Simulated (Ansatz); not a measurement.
This script makes an equation of state with a fit of MgRh, space group Pm-3m with Ansatz's Python interface.

The script, `mgrh.py`:
```python
import ansatz as az
import numpy as np
from scipy.optimize import curve_fit

CUTOFF_EV = 650
FILLING = "methfessel_paxton"
WIDTH_EV = 0.15
KGRID = (7, 7, 7)

VECTORS = np.array([
    [3.0992, 0.0, 0.0],
    [0.0, 3.0992, 0.0],
    [0.0, 0.0, 3.0992],
])
SITES = [
    ("Mg", [0.0, 0.0, 0.0]),
    ("Rh", [0.5, 0.5, 0.5]),
]


def crystal_on(cell):
    crystal = az.Crystal(lattice=az.Lattice.of(cell))
    for symbol, position in SITES:
        crystal = crystal.atom(symbol, position)
    return crystal

def vinet(v, e0, v0, b0, b1):
    eta = (v / v0) ** (1 / 3)
    return e0 + 2 * b0 * v0 / (b1 - 1) ** 2 * (2 - (5 + 3 * b1 * (eta - 1) - 3 * eta) * np.exp(-1.5 * (b1 - 1) * (eta - 1)))


def main() -> None:
    volumes, energies = [], []
    for scale in np.linspace(0.9, 1.1, 9):
        cell = VECTORS * scale ** (1 / 3)
        job = (
            crystal_on(cell).calculation()
            .basis(CUTOFF_EV)
            .occupations(FILLING, width=WIDTH_EV)
            .pseudopotentials("paw")
            .functional(az.Functional.R2SCAN)
            .kpoints(*KGRID)
        )
        summary = job.run().report
        volumes.append(abs(np.linalg.det(cell)) / len(SITES))
        energies.append(summary["free_energy_ev"] / len(SITES))
        print(f"V = {volumes[-1]:8.4f} A^3/atom  F = {energies[-1]:.5f} eV/atom")

    guess = (min(energies), volumes[int(np.argmin(energies))], 0.5, 4.5)
    (e0, v0, b0, b1), _ = curve_fit(vinet, np.array(volumes), np.array(energies), p0=guess, maxfev=20000)
    print(f"Vinet fit: V0 = {v0:.4f} A^3/atom, B0 = {160.21766 * b0:.1f} GPa, B1 = {b1:.2f}")
    print("largest residual", round(1000 * float(np.abs(vinet(np.array(volumes), e0, v0, b0, b1) - energies).max()), 3), "meV/atom")


if __name__ == "__main__":
    main()
```

From its runs, with one value withheld:

| V (Å³/atom) | F less the lowest row shown (meV/atom) |
| --- | --- |
| 13.396 | ? |
| 13.768 | 30.27 |
| 14.140 | 11.13 |
| 14.512 | 1.45 |
| 14.884 | 0.00 |
| 15.256 | 5.72 |
| 15.628 | 17.68 |
| 16.000 | 35.06 |
| 16.372 | 57.18 |

What is the missing energy at 13.396 Å³ an atom?

A third-order Birch-Murnaghan fit, E = E0 + (9 V0 B0 / 16) [(t - 1)³ B' + (t - 1)² (6 - 4t)] with t = (V0/V)^(2/3), through the 8 rows shown gives V0 = 14.767 Å³, B0 = 127.7 GPa, B' = 4.51 and E0 = -0.36 meV. At V = 13.396 Å³, t = 1.06713, and the fit extrapolates to 60.31 meV. The run gave 60.28 meV, a miss of 0.02 meV.

Reading the output:
- Spin is left out of this run.
- For a metal this k-point mesh is coarse: on a finer one energies can move by several to tens of meV an atom and pressures by half a GPa or more, differences at one mesh by less.
- The structure is a deposited one; some such entries were measured under pressure or heat, so a shift against it needn't be the functional's error alone.
- It ran for 16 s on 1 thread of Arm Neoverse V2, with other jobs on the host, peak memory 0.45 GiB.
